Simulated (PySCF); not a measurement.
**SiHPh3: geometry, NMR shifts**

Aim: predict the NMR shifts of SiHPh3 (`[H][Si](c1ccccc1)(c1ccccc1)c1ccccc1`).

The runs use PySCF 2.14.0, with density-fitted response routines of our own; the level of theory stands in each step. All values are computed, except where a source is named. Atoms are numbered from 0 throughout.

**1. The molecule as given**

35 atoms, charge 0, multiplicity 1; geometry from: GFN2-xTB. The atoms were then displaced at random by about 0.03 Å, so the start is not that level's minimum.

Bonds of the start (Å): Si0–H1 1.46, Si0–C2 1.79, Si0–C13 2.01, Si0–C24 1.86, C2–C3 1.44, C2–C7 1.46, C3–C4 1.29, C3–H8 1.14, C4–C5 1.37, C4–H9 1.05, C5–C6 1.39, C5–H10 1.06, C6–C7 1.36, C6–H11 1.07, C7–H12 1.10, C13–C14 1.39, C13–C18 1.36, C14–C15 1.43, C14–H19 1.04, C15–C16 1.36, C15–H20 1.15, C16–C17 1.39, C16–H21 1.01, C17–C18 1.42, C17–H22 1.06, C18–H23 1.06, C24–C25 1.32, C24–C29 1.43, C25–C26 1.44, C25–H30 1.08 and more.

**2. Optimising the geometry at PBE0-D3(BJ)/def2-SVP**

The job: settings as JSON, then the geometry in Å.

```
{"job": {"xc": "PBE0", "basis": "def2-SVP", "d3": "d3bj", "grid": 1, "maxiter": 40, "shake": 0.03, "kind": "geom"}, "charge": 0, "multiplicity": 1}
Si     0.070730    -0.081800     1.098980
H     -0.002970    -0.021960     2.554980
C      1.725150     0.038770     0.416190
C      2.275970     0.953520    -0.554230
C      3.464970     0.940900    -1.056040
C      4.396170     0.085120    -0.530570
C      4.066290    -0.838200     0.460360
C      2.785210    -0.825140     0.918830
H      1.446660     1.662760    -0.879240
H      3.749270     1.660110    -1.761290
H      5.395030     0.071230    -0.870700
H      4.781060    -1.525940     0.874220
H      2.368540    -1.519020     1.670370
C     -0.974430     1.520150     0.475590
C     -1.714670     1.417980    -0.697580
C     -2.360630     2.611100    -1.155140
C     -2.246690     3.808870    -0.512840
C     -1.513000     3.872450     0.661140
C     -0.835140     2.709330     1.121820
H     -1.866700     0.531310    -1.211220
H     -3.005130     2.502880    -2.104930
H     -2.742970     4.589550    -0.905850
H     -1.378230     4.828480     1.107300
H     -0.244170     2.810600     1.993400
C     -0.802170    -1.599250     0.457350
C     -0.250920    -2.400720    -0.428460
C     -0.879780    -3.622540    -0.847000
C     -2.143720    -3.818130    -0.463450
C     -2.799390    -2.995370     0.348360
C     -2.179270    -1.809380     0.792780
H      0.775950    -2.248710    -0.738220
H     -0.344950    -4.278590    -1.629420
H     -2.675080    -4.684720    -0.840530
H     -3.816670    -3.191140     0.696050
H     -2.669420    -1.151290     1.488260
```

Command:

```bash
OMP_NUM_THREADS=2 python probes_run.py task.json out
```

One launch serves the whole session: the jobs run in the order shown.

**Question.** This job is followed by: GIAO PBE0/pcSseg-1 NMR shielding, non-relativistic, gas phase; GIAO B3LYP/pcSseg-1 NMR shielding, non-relativistic, gas phase. Predict these results of the whole session: point group; rotational constants (main isotopes); 13C shifts against TMS (PBE0/pcSseg-1, means over atoms taken as alike); 1H shifts against TMS (PBE0/pcSseg-1, means over atoms taken as alike); 29Si shifts against TMS (PBE0/pcSseg-1); potential on the surface of density 0.002 e/bohr³, 1st and 99th percentile; range of the shift of C2 (with its like atoms).

**Answer**, as computed:

```
                                                                  quantity                           value
                                                               point group                              C1
                                      rotational constants (main isotopes)            0.34, 0.33, 0.19 GHz
   13C shifts against TMS (PBE0/pcSseg-1, means over atoms taken as alike)  142.9, 138.6, 135.5, 133.4 ppm
    1H shifts against TMS (PBE0/pcSseg-1, means over atoms taken as alike)      7.53, 7.53, 7.48, 5.92 ppm
                                   29Si shifts against TMS (PBE0/pcSseg-1)                       -20.4 ppm
potential on the surface of density 0.002 e/bohr³, 1st and 99th percentile              -0.75 V and 0.83 V
                            range of the shift of C2 (with its like atoms)              138.6 to 140.4 ppm
```

What this shows: The start of the PBE0/def2-SVP relaxation was shaken at random by about 0.03 Å, so part of the energy gained, and of the first lengths quoted, undoes that. The optimisation took 10 steps and gained 2.259 eV; among the close pairs (by a distance rule), Si0–C13 changed most, from 2.012 to 1.879 Å. NICS(1)zz of -29 ppm above the planar ring from C2 marks a diatropic (aromatic) ring current. NICS(1)zz of -29 ppm above the planar ring from C13 marks a diatropic (aromatic) ring current. NICS(1)zz of -28 ppm above the planar ring from C24 marks a diatropic (aromatic) ring current. At PBE0/pcSseg-1, counted by nearest atom on the grid, the HOMO lies on C13, C24, C27 about 10 % each; C2, C16, C29 about 7 % each, the LUMO on 5 C atoms about 8 % each; C24, C26, C27 about 6 % each. Across the 2 runs the shift of C2 (with its like atoms) moves most, between 138.6 (PBE0/pcSseg-1) and 140.4 ppm (B3LYP/pcSseg-1).
